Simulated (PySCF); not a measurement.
**C10H16: geometry, NMR shifts and electronic excitations**

What NMR shifts and electronic excitations should C10H16 (`C=C[C@@H]1C[C@@H]2CCC[C@H]1C2`) show?

Programs: PySCF 2.14.0, with density-fitted response routines of our own. Each step states its level of theory. These are calculated values for one molecule in the gas phase, unless marked as measured. Atoms are numbered from 0 throughout.

### Step 1. The starting structure

26 atoms, charge 0, multiplicity 1; geometry from: GFN2-xTB.

Bonds of the start (Å): C0–C1 1.32, C1–C2 1.50, C2–C3 1.54, C3–C4 1.54, C4–C5 1.53, C5–C6 1.53, C6–C7 1.53, C7–C8 1.53, C8–C9 1.53, C8–C2 1.55, C9–C4 1.53, C0–H10 1.08, C0–H11 1.08, C1–H12 1.08, C2–H13 1.10, C3–H14 1.09, C3–H15 1.09, C4–H16 1.09, C5–H17 1.09, C5–H18 1.09, C6–H19 1.09, C6–H20 1.09, C7–H21 1.09, C7–H22 1.09, C8–H23 1.09, C9–H24 1.09, C9–H25 1.09.

### Step 2. Optimising the geometry at PBE0-D3(BJ)/def2-SVP

Job settings and geometry (Å):

```
{"job": {"xc": "PBE0", "basis": "def2-SVP", "d3": "d3bj", "grid": 1, "kind": "geom"}, "charge": 0, "multiplicity": 1}
C      2.303537     1.865294     0.262935
C      1.682418     0.946622     0.979023
C      1.160650    -0.376532     0.510503
C      0.959674    -0.564229    -1.008885
C     -0.458162    -1.132665    -1.168174
C     -1.488625    -0.014201    -1.340650
C     -1.340344     1.041062    -0.245009
C     -1.206238     0.405910     1.137703
C     -0.203786    -0.750799     1.134042
C     -0.704949    -1.822568     0.171356
H      2.659700     2.778262     0.709623
H      2.493118     1.758881    -0.791792
H      1.548085     1.110982     2.041787
H      1.883061    -1.126929     0.860048
H      1.697524    -1.262128    -1.405776
H      1.061720     0.369661    -1.556503
H     -0.525350    -1.823501    -2.012672
H     -2.490628    -0.448819    -1.303849
H     -1.369617     0.457811    -2.319061
H     -0.456208     1.648446    -0.440636
H     -2.204015     1.710117    -0.258139
H     -2.175111     0.015771     1.461072
H     -0.903887     1.169891     1.856833
H     -0.082432    -1.124943     2.154442
H     -1.752679    -2.076102     0.329008
H     -0.108502    -2.732679     0.256043
```

**Question.** This job is followed by: GIAO PBE0/pcSseg-1 NMR shielding, non-relativistic, gas phase; TDDFT PBE0/def2-SVPD, vertical, gas phase, core orbitals frozen in the response; GIAO B97-2/pcSseg-1 NMR shielding, non-relativistic, gas phase. What will the session give for the following? point group; rotational constants (main isotopes); ¹³C shifts against TMS (PBE0/pcSseg-1); ¹H shifts against TMS (PBE0/pcSseg-1); lowest singlet (PBE0/def2-SVPD); brightest single state of those computed; lowest triplet; vertical ionisation energy (ΔSCF); range of the shift of C1.

As calculated:

| quantity | value |
| --- | --- |
| point group | C1 |
| rotational constants (main isotopes) | 2.03, 1.19, 1.15 GHz |
| ¹³C shifts against TMS (PBE0/pcSseg-1) | 147.8, 120.2, 47.5, 42.1, 41.5, 36.8, 35.2, 30.6, 30.3, 20.5 ppm |
| ¹H shifts against TMS (PBE0/pcSseg-1) | 6.24, 5.47, 5.46, 2.58, 1.96, 1.78, 1.66, 1.60, 1.54, 1.50, 1.42, 1.32, 1.29, 1.22 ppm and more |
| lowest singlet (PBE0/def2-SVPD) | 6.81 eV (182 nm), f = 0.035 |
| brightest single state of those computed | state 2, 7.06 eV, f = 0.216 |
| lowest triplet | 4.33 eV |
| vertical ionisation energy (ΔSCF) | 9.06 eV |
| range of the shift of C1 | 144.4 to 147.8 ppm |

**Reading.** The optimisation took 6 steps and gained 0.072 eV; among the close pairs (by a distance rule), C0–H11 changed most, from 1.077 to 1.094 Å. No frequency check was run at this level, so the end point may be a saddle. C1 (alkene CH) lies farthest downfield among carbon, at 147.8 ppm; an sp2 carbon of a C=C bond. The most deshielded hydrogen is H12 (hydrogen on an alkene CH), at 6.24 ppm: olefinic region. At PBE0/pcSseg-1: Shielding is most anisotropic at C1 (span 241 ppm, paramagnetic term -216 ppm). The lowest singlet, at 6.81 eV, is HOMO→LUMO+1 0.60, HOMO→LUMO 0.30 and is weak; of the 10 states computed, the strongest absorption comes from state 2 at 7.06 eV. The lowest triplet lies 2.48 eV below the lowest singlet (triplets in Tamm-Dancoff, singlets in full TDDFT). The orbital energy would give 7.21 eV for ionisation, ΔSCF gives 9.06 eV. In ppm, C1 moves most: its shift spreads over 3.4 ppm, from 144.4 (B97-2/pcSseg-1) to 147.8 (PBE0/pcSseg-1).
